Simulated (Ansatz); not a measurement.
## NiCl6 under changes of volume

One of the cells (421.417 Å³/atom); the others are scaled copies at fixed shape and fractional positions:

```
Ni Cl
1.0
     5.03687   -6.47170    0.00000
     5.03687    6.47170    0.00000
     0.00000    0.00000   45.24816
Ni Cl
1 6
Direct
  0.00000 0.00000 0.00000
  0.96910 0.73626 0.00000
  0.03090 0.26373 0.00000
  0.73626 0.96910 0.00000
  0.26373 0.03090 0.00000
  0.00000 0.00000 0.75003
  0.00000 0.00000 0.24997
```

```yaml
Program: Ansatz 0.2.0
Functional: PBE
Potentials_or_basis: Ansatz PAW
Cutoff: "420 eV (not typed: the program's choice for these potentials)"
k_mesh: 4 × 4 × 1
Occupations: fermi-dirac, width 0.05 eV
Spin: collinear spin, ferromagnetic start
Starting_moments: "[1.0, 0.0, 0.0, 0.0, 0.0, 0.0, 0.0] μB"
```

```csv
volume (Å³/atom),energy over the lowest point (meV/atom),moment (μB per cell),largest force (eV/Å)
396.132,9.99,4.00,0.798
404.560,4.63,0.12,0.542
412.988,1.37,4.00,0.308
421.417,0.00,0.11,0.103
429.845,0.31,4.00,0.127
438.273,2.13,0.11,0.303
446.702,?,?,?
```

What does the run at 446.702 Å³/atom give?

Energy over the lowest point 5.31 meV/atom; moment 0.10 μB per cell; largest force 0.470 eV/Å.

Worked out: A Birch-Murnaghan fit of order 3 (a polynomial in V^(-2/3)) to the other rows has its minimum at 423.96 Å³/atom with B0 = V·E''(V) = 1.6 GPa and B' = 4.6 at fixed shape and positions, which overstates the stiffness. It gives 5.30 meV/atom at 446.702 Å³/atom, against the run's 5.31. The moment follows no smooth curve through the other rows.

Energies are extrapolated to zero smearing.
